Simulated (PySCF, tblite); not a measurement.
**C3H8NOSi2 radical: geometry, infrared bands and EPR parameters**

Wanted: the infrared bands and EPR parameters of C3H8NOSi2 radical (`O=CN[SiH]1C[SiH]C1`), by calculation.

Computed with tblite 0.8.0 and PySCF 2.14.0, with density-fitted response routines of our own, on a single molecule in the gas phase. Atoms count from 0, in the outputs and in this text.

**1. Starting geometry**

15 atoms, charge 0, multiplicity 2; geometry from: force field or distance geometry start.

Bonds of the start (Å): O0–C1 1.26, C1–N2 1.41, N2–Si3 1.77, Si3–C4 1.86, C4–Si5 1.88, Si5–C6 1.85, C6–Si3 1.85, C1–H7 1.09, N2–H8 1.06, Si3–H9 1.49, C4–H10 1.12, C4–H11 1.10, Si5–H12 1.47, C6–H13 1.11, C6–H14 1.13.

**2. Relaxing the molecule with GFN2-xTB**

The job: settings as JSON, then the geometry in Å.

```
{"job": {"kind": "relax", "xc": "GFN2-xTB", "basis": "xTB"}, "charge": 0, "multiplicity": 2}
O      1.848500     0.571800     1.360200
C      2.312200     0.620600     0.188400
N      1.600600     0.110800    -0.920200
Si    -0.014900    -0.573000    -0.678800
C     -1.458300     0.599200    -0.772800
Si    -1.421300     0.662500     1.103500
C     -0.538900    -0.961300     1.049600
H      3.298800     1.034500    -0.007700
H      2.010600     0.151900    -1.900400
H     -0.230000    -1.690100    -1.637400
H     -2.408000     0.127600    -1.136200
H     -1.209000     1.556400    -1.261800
H     -2.742300     0.669000     1.742300
H      0.278500    -1.107800     1.787900
H     -1.330800    -1.764100     1.061300
```

Launch:

```
$ OMP_NUM_THREADS=1 python probes_run.py task.json out
```

This one command runs all jobs of the session in turn.

The program printed:

```text
step      E/eV     max force
  0    -567.08512    4.040
  1    -567.44760    3.908
  2    -567.57507    1.196
  3    -567.65616    0.775
  4    -567.76492    0.644
  5    -567.79200    0.605
  6    -567.82968    0.385
  7    -567.83962    0.365
  8    -567.85174    0.231
  9    -567.85939    0.223
 10    -567.86651    0.241
 11    -567.87310    0.319
 12    -567.87954    0.256
 13    -567.88455    0.175
 14    -567.88823    0.129
 15    -567.89099    0.134
 16    -567.89321    0.119
 17    -567.89476    0.084
 18    -567.89585    0.092
 19    -567.89675    0.075
 20    -567.89778    0.097
 21    -567.89902    0.102
 22    -567.90037    0.109
 23    -567.90174    0.100
 24    -567.90315    0.113
 25    -567.90462    0.129
 26    -567.90617    0.147
 27    -567.90808    0.159
 28    -567.91070    0.129
 29    -567.91418    0.221
 30    -567.91805    0.225
 31    -567.92172    0.165
 32    -567.92560    0.195
 33    -567.93096    0.268
 34    -567.93802    0.351
 35    -567.94380    0.375
 36    -567.94674    0.730
 37    -567.95435    0.140
 38    -567.95762    0.152
 39    -567.96315    0.178
 40    -567.96658    0.177
 41    -567.97313    0.186
 42    -567.97871    0.203
 43    -567.98496    0.345
 44    -567.98719    0.232
 45    -567.99022    0.093
 46    -567.99088    0.067
 47    -567.99154    0.077
 48    -567.99227    0.072
 49    -567.99304    0.094
 50    -567.99375    0.085
 51    -567.99440    0.080
 52    -567.99499    0.094
 53    -567.99557    0.079
 54    -567.99609    0.056
 55    -567.99651    0.050
 56    -567.99687    0.072
 57    -567.99730    0.093
 58    -567.99791    0.103
 59    -567.99867    0.093
 60    -567.99935    0.073
 61    -567.99977    0.042
 62    -568.00003    0.035
 63    -568.00025    0.039
 64    -568.00052    0.048
 65    -568.00086    0.057
 66    -568.00128    0.055
 67    -568.00177    0.059
 68    -568.00228    0.059
 69    -568.00273    0.050
 70    -568.00308    0.046
 71    -568.00342    0.047
 72    -568.00383    0.053
 73    -568.00430    0.063
 74    -568.00474    0.048
 75    -568.00505    0.039
 76    -568.00522    0.042
 77    -568.00531    0.024
 78    -568.00537    0.022
 79    -568.00540    0.016
 80    -568.00543    0.020
 81    -568.00548    0.022
 82    -568.00556    0.026
 83    -568.00568    0.036
 84    -568.00580    0.034
 85    -568.00591    0.033
 86    -568.00602    0.024
 87    -568.00613    0.025
 88    -568.00622    0.025
 89    -568.00628    0.020
 90    -568.00634    0.020
 91    -568.00641    0.018
 92    -568.00649    0.021
 93    -568.00655    0.017
 94    -568.00659    0.012
 95    -568.00661    0.012
 96    -568.00663    0.013
 97    -568.00665    0.013
 98    -568.00667    0.013
 99    -568.00669    0.015
100    -568.00671    0.012
101    -568.00673    0.012
102    -568.00674    0.007
```

Run time: 0.62 s. Hardware: 1 thread of Arm Neoverse V2, shared host.

Step by step: (not every step is listed)

| step | energy from step 0 (eV) | largest force (eV/Å) |
| --- | --- | --- |
| 0 | 0.0000 | 4.0399 |
| 1 | -0.3625 | 3.9082 |
| 2 | -0.4900 | 1.1960 |
| 3 | -0.5710 | 0.7751 |
| 4 | -0.6798 | 0.6442 |
| 5 | -0.7069 | 0.6050 |
| 6 | -0.7446 | 0.3852 |
| 7 | -0.7545 | 0.3651 |
| 8 | -0.7666 | 0.2309 |
| 16 | -0.8081 | 0.1186 |
| 24 | -0.8180 | 0.1126 |
| 32 | -0.8405 | 0.1949 |
| 40 | -0.8815 | 0.1772 |
| 48 | -0.9072 | 0.0724 |
| 56 | -0.9117 | 0.0721 |
| 64 | -0.9154 | 0.0482 |
| 72 | -0.9187 | 0.0525 |
| 80 | -0.9203 | 0.0197 |
| 88 | -0.9211 | 0.0252 |
| 96 | -0.9215 | 0.0130 |
| 97 | -0.9215 | 0.0128 |
| 98 | -0.9216 | 0.0132 |
| 99 | -0.9216 | 0.0146 |
| 100 | -0.9216 | 0.0120 |
| 101 | -0.9216 | 0.0124 |
| 102 | -0.9216 | 0.0073 |

Close pairs (by a distance rule), those that changed most:

| bond | before (Å) | after (Å) | change (Å) |
| --- | --- | --- | --- |
| Si5–C6 | 1.849 | 1.942 | +0.093 |
| C1–N2 | 1.413 | 1.337 | -0.076 |
| C4–Si5 | 1.878 | 1.942 | +0.064 |
| N2–H8 | 1.063 | 1.005 | -0.058 |
| Si3–C6 | 1.847 | 1.904 | +0.057 |
| O0–C1 | 1.261 | 1.208 | -0.053 |
| Si3–C4 | 1.862 | 1.904 | +0.042 |
| C6–H14 | 1.128 | 1.088 | -0.040 |

The end geometry stands in the next job.

**3. Vibrational analysis with GFN2-xTB**

The job: settings as JSON, then the geometry in Å.

```
{"job": {"kind": "ir", "xc": "GFN2-xTB", "basis": "xTB"}, "charge": 0, "multiplicity": 2}
O      1.343233     1.317092     0.879315
C      2.011964     0.801261     0.015275
N      1.568782    -0.130416    -0.834599
Si    -0.104486    -0.703188    -0.740526
C     -1.282493     0.790848    -0.664439
Si    -1.375164     0.601910     1.266334
C     -0.527093    -1.133391     1.065705
H      3.074761     1.078576    -0.132473
H      2.219411    -0.487153    -1.512423
H     -0.140495    -1.689419    -1.822876
H     -2.240960     0.627100    -1.152200
H     -0.884243     1.727385    -1.042931
H     -2.762831     0.506317     1.764576
H      0.319610    -1.337905     1.713873
H     -1.224410    -1.961026     1.175478
```

The program printed:

```text
mode    cm-1     km/mol
  1      82.9      7.26
  2      86.3      7.57
  3     152.4      3.42
  4     155.5      7.94
  5     213.9     21.67
  6     270.6     29.30
  7     361.7     13.41
  8     482.0     17.18
  9     501.3     11.35
 10     533.5     51.57
 11     545.9     29.88
 12     606.6      7.09
 13     627.7      3.64
 14     639.3     56.99
 15     643.0    121.03
 16     680.2      2.62
 17     728.8     51.98
 18     748.6    143.10
 19     763.7    241.35
 20     814.7    179.73
 21     894.4     12.15
 22     934.1      9.02
 23     943.5     15.38
 24    1058.8      0.08
 25    1059.7     48.76
 26    1174.2      7.44
 27    1355.7    268.00
 28    1387.7     39.73
 29    1455.9      3.30
 30    1459.4      1.76
 31    1738.1    420.91
 32    2092.7    499.52
 33    2245.5    414.47
 34    2745.5    224.20
 35    2991.3      8.49
 36    2993.8     66.60
 37    3023.9     20.46
 38    3025.6     13.17
 39    3490.4      0.69
```

Run time: 0.46 s. Hardware: 1 thread of Arm Neoverse V2, shared host.

The strongest bands and the atoms that carry them (share of the mass-weighted mode):

| cm⁻¹ | km/mol | atoms |
| --- | --- | --- |
| 749 | 143.1 | C4 23 %, C6 23 %, H11 10 %, H13 10 % |
| 764 | 241.3 | Si3 28 %, C6 24 %, C4 24 % |
| 815 | 179.7 | Si3 30 %, N2 20 %, C4 11 %, C6 11 % |
| 1356 | 268.0 | N2 46 %, H8 24 %, C1 21 % |
| 1738 | 420.9 | C1 64 %, O0 33 % |
| 2093 | 499.5 | H12 97 % |
| 2246 | 414.5 | H9 97 % |
| 2746 | 224.2 | H7 94 % |

**4. EPR parameters: B3LYP/pcH-1**

Settings changed since step 3:

```diff
@@ -1,2 +1,2 @@
-{"job": {"kind": "ir", "xc": "GFN2-xTB", "basis": "xTB"}, "charge": 0, "multiplicity": 2}
+{"job": {"kind": "epr", "basis": "pcH-1"}, "charge": 0, "multiplicity": 2}
 O      1.343233     1.317092     0.879315
```

Level: UKS B3LYP, pcH-1 on C H N O Si, non-relativistic, mean-field spin-orbit, GIAO.

The program printed:

```text
UKS, coarse grid
  cycle   1  E = -827.92087267  |g| = 7.24e-01
  cycle   2  E = -827.13463745  |g| = 1.53e+00
  cycle   3  E = -828.09966627  |g| = 2.84e-01
  cycle   4  E = -828.13052086  |g| = 9.06e-02
  cycle   5  E = -828.13387734  |g| = 1.99e-02
  cycle   6  E = -828.13403064  |g| = 6.46e-03
  cycle   7  E = -828.13404901  |g| = 2.24e-03
  cycle   8  E = -828.13405191  |g| = 4.59e-04
UKS, final grid
  cycle   1  E = -828.13401013  |g| = 5.73e-04
  cycle   2  E = -828.13400992  |g| = 9.11e-04
  cycle   3  E = -828.13401027  |g| = 1.84e-04
  cycle   4  E = -828.13401028  |g| = 3.15e-05
  cycle   5  E = -828.13401028  |g| = 1.49e-05
E = -828.13401028 Eh   <S^2> = 0.7514 (exact 0.7500)
g shifts (ppm)      1          2          3
  rmc          -147       -147       -147
  gc             25         42         55
  oz_so        -125        604       2088
  total        -247        498       1995
hyperfine (MHz)  atom isotope    a_iso     a_fc   dipolar eigenvalues
    0   17O     -34.56     -34.57     -7.03      3.24      3.80
    1   13C       1.52       1.52     -1.02     -0.42      1.44
    2   14N      -0.35      -0.35     -0.22      0.02      0.20
    3  29Si      -9.91      -9.90     -0.97      0.25      0.72
    4   13C      10.24      10.21     -4.38     -3.64      8.02
    5  29Si    -692.18    -693.25   -164.48     79.83     84.65
    6   13C      10.29      10.26     -4.38     -3.64      8.02
    7    1H       5.60       5.60     -0.93     -0.74      1.67
    8    1H       0.10       0.10     -0.81     -0.50      1.30
    9    1H      12.62      12.62     -0.90     -0.69      1.59
   10    1H      17.76      17.75     -3.78      0.06      3.72
   11    1H      14.05      14.05     -4.08     -2.67      6.75
   12    1H     118.75     118.74     -8.75      0.97      7.78
   13    1H      14.10      14.10     -4.08     -2.67      6.75
   14    1H      17.74      17.73     -3.78      0.06      3.72
```

Run time: 91 s. Hardware: 1 thread of Arm Neoverse V2, shared host; peak memory 0.97 GiB.

Principal g values 2.00207, 2.00282, 2.00431; g(iso) = 2.00307, against 2.00232 for a free electron.

Mean a(iso) over the nuclei that a row names, and the largest dipolar term of the row (other rows stand at the frozen geometry):

| nuclei | isotope | a(iso) (MHz) | a(iso) (G, at g = 2.0023) | largest dipolar term (MHz) |
| --- | --- | --- | --- | --- |
| Si5 | 29Si | -692.2 | -247.0 | -164.5 |
| H12 | 1H | 118.8 | 42.4 | -8.7 |
| O0 | 17O | -34.6 | -12.3 | -7.0 |
| H10, H14 | 1H | 17.7 | 6.3 | -3.8 |
| H11, H13 | 1H | 14.1 | 5.0 | 6.8 |
| H9 | 1H | 12.6 | 4.5 | 1.6 |
| C4, C6 | 13C | 10.3 | 3.7 | 8.0 |
| Si3 | 29Si | -9.9 | -3.5 | -1.0 |
| H7 | 1H | 5.6 | 2.0 | 1.7 |
| C1 | 13C | 1.5 | 0.5 | 1.4 |
| N2 | 14N | -0.3 | -0.1 | -0.2 |
| H8 | 1H | 0.1 | 0.0 | 1.3 |

Mulliken spin populations:

O0 0.01; C1 0.00; N2 0.00; Si3 0.00; C4 0.01; Si5 0.88; C6 0.01; H7 0.00; H8 0.00; H9 0.01; H10 0.01; H11 0.00; H12 0.06; H13 0.00; H14 0.01

In first order the couplings over 0.8 MHz of 1H give 72 distinct lines over 71.6 G, if the averaged nuclei exchange fast.

The fields below are evaluated on a grid from the run's orbitals.

ELF in a plane through or near 4 of the atoms.

Values, 10 rows by 14 columns:
```
0.00 0.00 0.00 0.00 0.00 0.00 0.00 0.00 0.00 0.00 0.00 0.00 0.00 0.00
0.00 0.00 0.00 0.00 0.00 0.00 0.00 0.02 0.01 0.00 0.00 0.00 0.00 0.00
0.00 0.00 0.00 0.00 0.00 0.00 0.38 0.92 0.39 0.04 0.00 0.00 0.00 0.00
0.00 0.00 0.01 0.06 0.06 0.03 0.01 0.49 0.38 0.27 0.03 0.04 0.01 0.00
0.00 0.00 0.80 0.93 0.53 0.53 0.30 0.06 0.73 0.26 0.81 0.98 0.65 0.00
0.00 0.02 0.99 1.00 0.58 0.77 0.73 0.08 0.08 0.73 1.00 1.00 0.91 0.01
0.00 0.00 0.23 0.47 0.24 0.22 0.05 0.09 0.64 0.49 0.23 0.62 0.22 0.00
0.00 0.00 0.00 0.00 0.00 0.00 0.21 0.89 0.40 0.08 0.01 0.00 0.00 0.00
0.00 0.00 0.00 0.00 0.00 0.00 0.03 0.31 0.08 0.01 0.00 0.00 0.00 0.00
0.00 0.00 0.00 0.00 0.00 0.00 0.00 0.00 0.00 0.00 0.00 0.00 0.00 0.00
```
The map spans 11.4 Å across and 9.5 Å up, centred on the molecule. Atoms in the plane (x, y in Å): C1 (-2.0, 0.0), Si5 (1.6, 0.0), H7 (-3.1, 0.0), H12 (3.1, 0.0).

log10 of the density (e/Å³) in the same plane.

Ten even steps from ' ' (-4.0) to '@' (1.4):
```
                                                        
                                                        
                        ......::......                  
                      ..::--------::::..                
                    ..::--========----::::..            
            ......::::::==++++++++====--::::....        
      ....::::----------==++++++++++++==----::::....    
      ::----====++++++++====++++****++++====----::..    
    ..::====++**********++++++************++++==--::..  
    ::--==++######%%####**++++**##@@@@######**++==::..  
    ::--++++######%%####**++++****@@@@######**++==::..  
    ..::====++**********++++++************++++==--::..  
      ::----====++++++++====++++****++++======--::..    
      ..::::--------==--====++++++++++==----::::....    
            ....::::::::====++++++====--::::....        
                    ..::--========----::....            
                      ..::::------::::..                
                        ......::......                  
                                                        
                                                        
```
The map spans 11.4 Å across and 9.5 Å up, centred on the molecule. Atoms in the plane (x, y in Å): C1 (-2.0, 0.0), Si5 (1.6, 0.0), H7 (-3.1, 0.0), H12 (3.1, 0.0).

On the surface of density 0.002 e/bohr³ the electrostatic potential runs, from the 1st to the 99th percentile, from -1.75 V near O0 to 2.18 V near H8.

The spin density lies nearest to Si5 68 %; H12 13 %.

**5. Outcome**

| quantity | value |
| --- | --- |
| strongest single infrared mode (GFN2-xTB) | 2093 cm⁻¹, 500 km/mol |
| zero-point energy (GFN2-xTB) | 65.3 kcal/mol |
| g(iso) (B3LYP) | 2.00307 |
| ⟨S²⟩ | 0.751 (exact 0.75) |
| largest a(iso) (averaged by class) | 29Si on Si5, -692.2 MHz |
| surface potential, 1st and 99th percentile | -1.75 V and 2.18 V |

In words: The optimisation took 102 steps and gained 0.922 eV; among the close pairs (by a distance rule), Si5–C6 changed most, from 1.849 to 1.942 Å. All 39 modes are real, so the xTB geometry is a minimum. The strongest single mode, at 2093 cm⁻¹, moves mainly H12. Unscaled tight-binding wavenumbers are off by several per cent, some by more. Its intensities can rank the bands wrongly. Si5 carries the largest spin population, 0.88 e. The isotropic g lies 0.7 ppt above the free-electron value.
